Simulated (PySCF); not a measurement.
# CH₆FGeN: electronic excitations and core binding energies

Wanted: the electronic excitations and core binding energies of CH₆FGeN (`C[NH][GeH2][F]`), by calculation.

Computed with PySCF 2.14.0, with density-fitted response routines of our own, on a single molecule in the gas phase. Atoms are numbered from 0 throughout.

### 1 Starting geometry

10 atoms, charge 0, multiplicity 1; geometry from: GFN2-xTB.

Bonds of the start (Å): C0–N1 1.46, N1–Ge2 1.79, Ge2–F3 1.77, C0–H4 1.09, C0–H5 1.09, C0–H6 1.09, N1–H7 1.01, Ge2–H8 1.49, Ge2–H9 1.49.

### 2 Excited states and response: CAM-B3LYP/def2-SVPD

Job settings and geometry (Å):

```
{"job": {"kind": "uv", "xc": "CAM-B3LYP", "basis": "def2-SVPD", "nstates": 8, "ntriplets": 3}, "charge": 0, "multiplicity": 1}
C     -1.394685    -0.098866    -0.319335
N     -0.247750    -0.396331     0.525162
Ge     1.363279     0.354783     0.304842
F      2.104102    -0.149561    -1.221495
H     -1.417658    -0.701876    -1.232421
H     -1.348403     0.950970    -0.608605
H     -2.318802    -0.268188     0.236876
H     -0.269263    -1.352963     0.850551
H      1.224521     1.828432     0.108744
H      2.313543    -0.161745     1.333153
```

With the program's defaults for keys left out, this is: TDDFT CAM-B3LYP/def2-SVPD, vertical, gas phase, core orbitals frozen in the response.

On the command line:

```bash
OMP_NUM_THREADS=1 python probes_run.py task.json out
```

This one command runs all jobs of the session in turn.

What it wrote:

```text
coarse grid: 37848 points
cycle   1  E = -2272.9156886212  dE = -4.195e-01  |g| = 7.362e-01  |ddm| = 3.874e+00
cycle   2  E = -2272.8451902379  dE =  7.050e-02  |g| = 1.037e+00  |ddm| = 1.691e+00
cycle   3  E = -2273.0046160884  dE = -1.594e-01  |g| = 8.262e-02  |ddm| = 8.093e-01
cycle   4  E = -2273.0054599990  dE = -8.439e-04  |g| = 3.626e-02  |ddm| = 1.203e-01
cycle   5  E = -2273.0056632758  dE = -2.033e-04  |g| = 7.538e-03  |ddm| = 4.854e-02
cycle   6  E = -2273.0056743149  dE = -1.104e-05  |g| = 2.714e-03  |ddm| = 9.845e-03
cycle   7  E = -2273.0056757911  dE = -1.476e-06  |g| = 2.920e-04  |ddm| = 6.249e-03
final grid: 79080 points
cycle   8  E = -2273.0056496806  dE = -7.480e-08  |g| = 2.090e-04  |ddm| = 1.771e-03
cycle   9  E = -2273.0056496794  dE =  1.202e-09  |g| = 2.467e-04  |ddm| = 8.828e-04
cycle  10  E = -2273.0056496906  dE = -1.123e-08  |g| = 3.149e-05  |ddm| = 2.677e-04
cycle  11  E = -2273.0056496908  dE = -2.383e-10  |g| = 1.066e-05  |ddm| = 6.485e-05
converged SCF energy = -2273.0056496908

Static polarisability (au): isotropic 50.077, principal 44.864 47.455 57.912

Singlet excitations
state   eV       nm        f      main configurations
  1   6.3523    195.2   0.01131   H->L 0.82, H->L+2 0.08
  2   7.0912    174.8   0.07307   H->L+1 0.88
  3   7.4956    165.4   0.01126   H->L+2 0.61, H->L+3 0.12, H->L+4 0.09
  4   7.6123    162.9   0.01259   H->L+3 0.83, H->L+2 0.11
  5   7.9446    156.1   0.00229   H->L+4 0.69, H->L+5 0.11, H->L+6 0.09
  6   8.3850    147.9   0.02410   H->L+5 0.78
  7   8.5934    144.3   0.00619   H-1->L+1 0.63, H-1->L 0.30
  8   8.7182    142.2   0.03608   H->L+6 0.76

Triplet excitations (Tamm-Dancoff, eV): 6.0155 6.3638 7.1295
```

Wall time 34 s (1 thread of Arm Neoverse N1, shared host); peak memory 0.61 GiB.

Frontier orbitals and where they lie:

```
orbital      eV                       atoms
 HOMO−3  -12.47   F3 45 %, C0 21 %, H5 11 %
 HOMO−2  -11.37  F3 25 %, N1 22 %, Ge2 16 %
 HOMO−1  -11.05  F3 32 %, Ge2 27 %, H9 18 %
   HOMO   -8.71   N1 61 %, C0 13 %, Ge2 6 %
   LUMO    1.03  Ge2 38 %, C0 16 %, H7 10 %
 LUMO+1    1.45  Ge2 41 %, H9 14 %, H8 14 %
 LUMO+2    1.64  Ge2 43 %, H8 16 %, H9 15 %
```

With each of the 8 states as a Gaussian band of 0.4 eV half-width at 1/e, the curve within the window shown has maxima at 173 nm (ε 3,300), 144 nm (ε 2,300) L/(mol cm). Beyond the last state computed it falls off for lack of states. The curve at chosen wavelengths:

nm, ε (L/mol/cm) and a bar:
```
      137        993 #########
      140       1829 #################
      143       2308 #####################
      146       2164 ####################
      149       1625 ###############
      153        978 #########
      156        856 ########
      159       1055 #########
      162       1475 #############
      165       2037 ###################
      168       2650 ########################
      171       3128 #############################
      174       3248 ##############################
      178       2748 #########################
      181       2092 ###################
      184       1465 #############
      187       1013 #########
      190        750 #######
      193        610 #####
      196        518 ####
      199        432 ####
      203        307 ##
      206        217 ##
      209        142 #
      212         86 
      215         49
```

Leading natural transition orbitals of singlet state 2: the hole lies on N1 65 %; H4, H7 about 8 % each; the particle on H8, H9 about 24 % each; Ge2 19 %; F3 14 %.

Leading natural transition orbitals of singlet state 1: the hole lies on N1 66 %; H4, H7 about 9 % each; the particle on H7 36 %; 4 H atoms about 9 % each; N1 9 %.

Ground-state properties from the same run:

```csv
property,computed
dipole moment (D),2.47
polarisability (Å³),7.42
HOMO–LUMO gap (eV),9.74
−ε(HOMO) (eV),8.71
```

Orbitals, density, ELF and potential are computed afterwards from the orbital file.

Frontier orbitals at CAM-B3LYP/def2-SVPD, with the share of their density that lies nearest to each atom:

```csv
orbital,energy (eV),lies on
HOMO,-8.71,"N1 64 %; H4, H7 about 9 % each"
LUMO,1.03,"H7 20 %; H8, H9 about 14 % each; F3 11 %"
```

ELF in a plane through or near 6 of the atoms.

Values, 10 rows by 14 columns:
```
0.00 0.00 0.00 0.00 0.00 0.00 0.00 0.00 0.00 0.00 0.00 0.00 0.00 0.00
0.00 0.00 0.00 0.00 0.00 0.00 0.00 0.00 0.00 0.00 0.00 0.00 0.00 0.00
0.00 0.00 0.02 0.50 0.50 0.00 0.08 0.75 0.44 0.00 0.00 0.00 0.00 0.00
0.00 0.01 0.90 1.00 1.00 0.11 0.32 0.97 0.72 0.02 0.20 0.10 0.00 0.00
0.00 0.02 0.88 1.00 0.79 0.18 0.80 0.48 0.73 0.71 0.98 0.90 0.03 0.00
0.00 0.00 0.05 0.30 0.20 0.54 0.30 0.49 0.46 0.21 0.85 0.57 0.01 0.00
0.00 0.00 0.00 0.07 0.49 0.59 0.26 0.07 0.99 0.97 0.18 0.01 0.00 0.00
0.00 0.00 0.00 0.04 0.52 0.85 0.20 0.03 0.94 0.93 0.13 0.00 0.00 0.00
0.00 0.00 0.00 0.00 0.02 0.05 0.01 0.00 0.01 0.01 0.00 0.00 0.00 0.00
0.00 0.00 0.00 0.00 0.00 0.00 0.00 0.00 0.00 0.00 0.00 0.00 0.00 0.00
```
The map spans 10.1 Å across and 8.4 Å up, centred on the molecule. Atoms in the plane (x, y in Å): C0 (1.4, -0.1), N1 (0.2, 0.6), Ge2 (-1.4, -0.1), H5 (1.3, -1.1), H7 (0.3, 1.6), H9 (-2.4, 1.0).

On the surface of density 0.002 e/bohr³ the electrostatic potential runs, from the 1st to the 99th percentile, from -1.60 V near F3 to 1.63 V near H7.

### 3 Core holes by ΔSCF: SCAN, X2C

The job, as its differences from that of step 2:

```diff
@@ -1,2 +1,2 @@
-{"job": {"kind": "uv", "xc": "CAM-B3LYP", "basis": "def2-SVPD", "nstates": 8, "ntriplets": 3}, "charge": 0, "multiplicity": 1}
+{"job": {"kind": "xps"}, "charge": 0, "multiplicity": 1}
 C     -1.394685    -0.098866    -0.319335
```

Level: delta-SCF UKS SCAN, pcX-2 on the ionised atom, pcseg-1 elsewhere, spin-free X2C.

What it wrote:

```text
ground state, core basis on atom 0 (C), 130 functions
  cycle   1  E = -2290.24550196  |g| = 6.80e-01
  cycle   2  E = -2289.98820708  |g| = 1.37e+00
  cycle   3  E = -2290.33119918  |g| = 1.34e-01
  cycle   4  E = -2290.33367089  |g| = 7.76e-02
  cycle   5  E = -2290.33494905  |g| = 1.81e-02
  cycle   6  E = -2290.33501526  |g| = 5.77e-03
  cycle   7  E = -2290.33502347  |g| = 8.45e-04
  cycle   8  E = -2290.33502355  |g| = 2.21e-04
  E(ground) = -2290.46628333 Eh
hole in C 1s of atom 0
  cycle   1  E = -2279.06132950  |g| = 1.50e+00
  cycle   2  E = -2278.33663218  |g| = 1.84e+00
  cycle   3  E = -2279.56546610  |g| = 3.42e-01
  cycle   4  E = -2279.59483890  |g| = 2.24e-01
  cycle   5  E = -2279.61026136  |g| = 7.81e-02
  cycle   6  E = -2279.61240151  |g| = 1.31e-02
  cycle   7  E = -2279.61247123  |g| = 7.38e-03
  cycle   8  E = -2279.61249748  |g| = 3.85e-03
  cycle   9  E = -2279.61250793  |g| = 1.39e-03
  cycle  10  E = -2279.61250896  |g| = 4.11e-04
  E(ion) = -2279.74293178 Eh   <S^2> = 0.7702   hole on atom = 1.000   binding energy = 291.797 eV
ground state, core basis on atom 1 (N), 130 functions
  cycle   1  E = -2290.35055165  |g| = 7.45e-02
  cycle   2  E = -2290.35052405  |g| = 2.45e-02
  cycle   3  E = -2290.35048751  |g| = 2.85e-02
  cycle   4  E = -2290.35064782  |g| = 5.52e-03
  cycle   5  E = -2290.35065498  |g| = 1.08e-03
  cycle   6  E = -2290.35065699  |g| = 3.38e-04
  E(ground) = -2290.48079730 Eh
hole in N 1s of atom 1
  cycle   1  E = -2274.76327794  |g| = 1.87e+00
  cycle   2  E = -2274.00272678  |g| = 2.16e+00
  cycle   3  E = -2275.39815580  |g| = 4.76e-01
  cycle   4  E = -2275.41173717  |g| = 4.33e-01
  cycle   5  E = -2275.47424159  |g| = 6.76e-02
  cycle   6  E = -2275.47585489  |g| = 1.21e-02
  cycle   7  E = -2275.47591173  |g| = 5.10e-03
  cycle   8  E = -2275.47592475  |g| = 1.31e-03
  cycle   9  E = -2275.47592774  |g| = 4.70e-04
  E(ion) = -2275.60586627 Eh   <S^2> = 0.7660   hole on atom = 1.000   binding energy = 404.767 eV
ground state, core basis on atom 3 (F), 130 functions
  cycle   1  E = -2290.37864438  |g| = 1.22e-01
  cycle   2  E = -2290.37779311  |g| = 9.11e-02
  cycle   3  E = -2290.37801638  |g| = 8.10e-02
  cycle   4  E = -2290.37896808  |g| = 5.48e-03
  cycle   5  E = -2290.37897034  |g| = 1.74e-03
  cycle   6  E = -2290.37897174  |g| = 3.10e-04
  E(ground) = -2290.51315916 Eh
hole in F 1s of atom 3
  cycle   1  E = -2264.08631282  |g| = 2.59e+00
  cycle   2  E = -2263.82228854  |g| = 2.23e+00
  cycle   3  E = -2264.79489304  |g| = 6.55e-01
  cycle   4  E = -2264.77620781  |g| = 6.44e-01
  cycle   5  E = -2264.99256870  |g| = 6.64e-02
  cycle   6  E = -2264.99523962  |g| = 1.22e-02
  cycle   7  E = -2264.99533342  |g| = 3.04e-03
  cycle   8  E = -2264.99533908  |g| = 1.46e-03
  cycle   9  E = -2264.99533988  |g| = 4.19e-04
  E(ion) = -2265.13762823 Eh   <S^2> = 0.7577   hole on atom = 1.000   binding energy = 690.503 eV
```

Wall time 38 s (1 thread of Arm Neoverse N1, shared host); peak memory 0.61 GiB.

The holes in one table. −ε is the ground-state orbital energy:

```csv
hole,stands for,environment,ΔSCF (eV),−ε (eV),⟨S²⟩
C1s on C0,C0,methyl carbon bonded to N,291.80,274.4,0.770
N1s on N1,N1,"nitrogen bonded to C, Ge, H",404.77,386.0,0.766
F1s on F3,F3,fluorine bonded to Ge,690.50,665.0,0.758
```

### 4 Summary of results

| quantity | value |
| --- | --- |
| lowest singlet (CAM-B3LYP/def2-SVPD) | 6.35 eV (195 nm), f = 0.011 |
| brightest single state of those computed | state 2, 7.09 eV, f = 0.073 |
| lowest triplet | 6.02 eV |
| surface potential, 1st and 99th percentile | -1.60 V and 1.63 V |
| C1s binding energies, SCAN/pcX-2 | C0 291.80 eV |
| N1s binding energies, SCAN/pcX-2 | N1 404.77 eV |
| F1s binding energies, SCAN/pcX-2 | F3 690.50 eV |

The first singlet state (HOMO→LUMO 0.82, HOMO→LUMO+2 0.08) lies at 6.35 eV and is weak; of the 8 states computed, the strongest absorption comes from state 2 at 7.09 eV (the last state computed is bright too, and its partners may lie past the list). The lowest triplet lies 0.34 eV below the lowest singlet (triplets in Tamm-Dancoff, singlets in full TDDFT).
